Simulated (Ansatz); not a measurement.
# CHIOSi: the cost of one run

All numbers below are computed with Ansatz 0.2.0 (RKS PBE-D4/def2-SVP).

## Step 1: The structure to begin with

Bond lengths: O1–C2 1.160 Å, C2–Si3 1.830 Å, Si3–I4 2.474 Å, Si3–H5 1.457 Å. Angles: O1–C2–Si3 144.7°, C2–Si3–I4 104.5°, C2–Si3–H5 106.5°, I4–Si3–H5 103.3°.

Structure file:

```xyz
5

O    -0.2726   -1.7113    1.4797
C     0.0215   -0.9996    0.6125
Si    0.2477    0.7503    0.1278
I    -1.4873    1.1467   -1.5913
H     1.4908    0.8139   -0.6288
```

## Step 2: End point A

File input.yaml:

```yaml
crystal:
  periodic: [false, false, false]
  atoms:
    - { symbol: O, position_ang: [-0.27262, -1.71127, 1.47974] }
    - { symbol: C, position_ang: [0.02149, -0.99957, 0.61249] }
    - { symbol: Si, position_ang: [0.2477, 0.75026, 0.12782] }
    - { symbol: I, position_ang: [-1.48733, 1.14671, -1.59129] }
    - { symbol: H, position_ang: [1.49076, 0.81386, -0.62875] }
basis:
  gaussian: { orbitals: def2-SVP }
hamiltonian:
  xc: pbe
  dispersion: d4
relax:
  f_tol: 0.015
  max_steps: 40
```

Started as:

```
$ ansatz run input.yaml --threads 1 --pin off --max-ram 2048MiB --backend cpu --events-out ev --progress --plain --runs-dir out
```

Q: Estimate wall time and peak memory on 1 thread of Arm Neoverse V1, shared host.

About 28 s, with a peak of 0.14 GiB.
